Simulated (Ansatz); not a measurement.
# SnIF2 radical: basis-set convergence

One table from this session's results is given with a row withheld; the runs are named, their logs left out.

Program: Ansatz 0.2.0, Gaussian basis. Level of theory: one geometry, several basis sets. These are calculated values, not measurements.

Plan: PBE0-D4/def2-SVP; ωB97M-V/def2-SVP; PBE0-D4/def2-QZVPP; ωB97M-V/def2-QZVPP; the functionals' def2-TZVPP values are taken from earlier runs.

### Structure used throughout

An earlier PBE0-D4 in a triple-zeta def2 set relaxation fixed the geometry. Sn, I take the def2 core potential; no spin-orbit term is included.

SMILES `[F][Sn]([F])[I]`, 4 atoms, charge 0, spin multiplicity 2.

Atoms are counted from 1 here; the program's logs count them from 0.

Bond lengths: F1–Sn2 1.916 Å, Sn2–F3 1.916 Å, Sn2–I4 2.703 Å. Angles: F1–Sn2–F3 101.2°, F1–Sn2–I4 109.4°, F3–Sn2–I4 109.3°.

The first run:

in.yaml reads:

```yaml
crystal:
  periodic: [false, false, false]
  atoms:
    - {symbol: F, position_ang: [-0.757538, -0.542155, 1.599872]}
    - {symbol: Sn, position_ang: [0.316580, 0.419469, 0.337179]}
    - {symbol: F, position_ang: [1.649890, -0.889475, -0.089190]}
    - {symbol: I, position_ang: [-1.153532, 0.951762, -1.868162]}
basis:
  gaussian: {orbitals: def2-SVP}
magnetization: {spin_polarized: true, initial_magnetization: 1}
hamiltonian: {xc: pbe0, dispersion: d4}
output: {orbitals: {seedname: orbitals}}
```

Run with:

```console
ansatz run in.yaml --threads 4 --pin off --events-out ev --progress --plain --max-ram 10444MiB
```

Among the steps run: PBE0-D4 in def2-SVP; ωB97M-V in def2-SVP; PBE0-D4 in def2-QZVPP; ωB97M-V in def2-QZVPP.

One table of the session follows, with a row left open; its other results are not shown here.

It belongs to the step «Density functionals: the series». 

| functional | basis | HOMO (eV) | LUMO (eV) |
| --- | --- | --- | --- |
| PBE0-D4 | def2-SVP | -7.75 | -5.12 |
| PBE0-D4 | def2-TZVPP | -7.83 | -5.18 |
| PBE0-D4 | def2-QZVPP | -7.84 | -5.19 |
| ωB97M-V | def2-SVP | ? | ? |
| ωB97M-V | def2-TZVPP | -9.80 | -3.43 |
| ωB97M-V | def2-QZVPP | -9.81 | -3.46 |

Estimate the missing values for ωB97M-V, def2-SVP.

As computed: HOMO (eV): -9.69; LUMO (eV): -3.32. In the column «HOMO (eV)» it lies between ωB97M-V, def2-TZVPP (-9.80) and PBE0-D4, def2-QZVPP (-7.84).
